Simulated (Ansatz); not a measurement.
# K3PRu: the cost of one run

Computed with Ansatz 0.2.0 (DFT PBE, scalar-relativistic, plane waves, PAW, unless a step's input says otherwise).

1 further run of the same task is left out (it didn't finish).

## Step 1: The system as given

Symmetry: Pm-3m, No. 221, cubic system. Conventional cell: a = 5.284 Å, b = 5.284 Å, c = 5.284 Å, α = 90.00°, β = 90.00°, γ = 90.00°. Around K (site symmetry 4/mmm) lie 2 P at 2.64 Å. P (site symmetry m-3m) is surrounded by 6 K at 2.64 Å. Ru (site symmetry m-3m) has 12 K at 3.74 Å as nearest neighbours.

Structure file:

```xyz
5
Lattice="5.2839 0.0000 0.0000 0.0000 5.2839 0.0000 0.0000 0.0000 5.2839" Properties=species:S:1:pos:R:3 pbc="T T T"
K     2.6419    0.0000    0.0000
K     0.0000    2.6419    0.0000
K     0.0000    0.0000    2.6419
P     0.0000    0.0000    0.0000
Ru    2.6419    2.6419    2.6419
```

A structure generator made this guess: species swapped into a database cell of Gd3GaC (Pm-3m, No. 221), with K on the Gd sites, Ru on the Ga sites and P on the C sites. Its size is a rough estimate.

## Step 2: The guess as it stands, on a coarse mesh

Contents of input.yaml:

```yaml
crystal:
  lattice:
    - [5.28385783, 0.0, 0.0]
    - [0.0, 5.28385783, 0.0]
    - [0.0, 0.0, 5.28385783]
  atoms:
    - { symbol: K, position: [0.5, 0.0, 0.0] }
    - { symbol: K, position: [0.0, 0.5, 0.0] }
    - { symbol: K, position: [0.0, 0.0, 0.5] }
    - { symbol: P, position: [0.0, 0.0, 0.0] }
    - { symbol: Ru, position: [0.5, 0.5, 0.5] }
basis:
  ecutwfc: 420
kpoints:
  mp_grid: { grid: [4, 4, 4] }
hamiltonian:
  xc: pbe
scf:
  occupations: { method: gaussian, width: 0.1 }
  lower_state_search: "off"
output:
  forces: true
  stress: true
  eigenvalues: true
```

On the command line:

```sh
$ ansatz run input.yaml --threads 1 --pin off --max-ram 2048MiB --backend cpu --events-out ev --progress --plain --runs-dir out
```

**Question.** How long does this run take on 1 thread of Arm Neoverse V1, shared host, and how much memory does it need?

About 3.4 s, with a peak of 0.37 GiB.
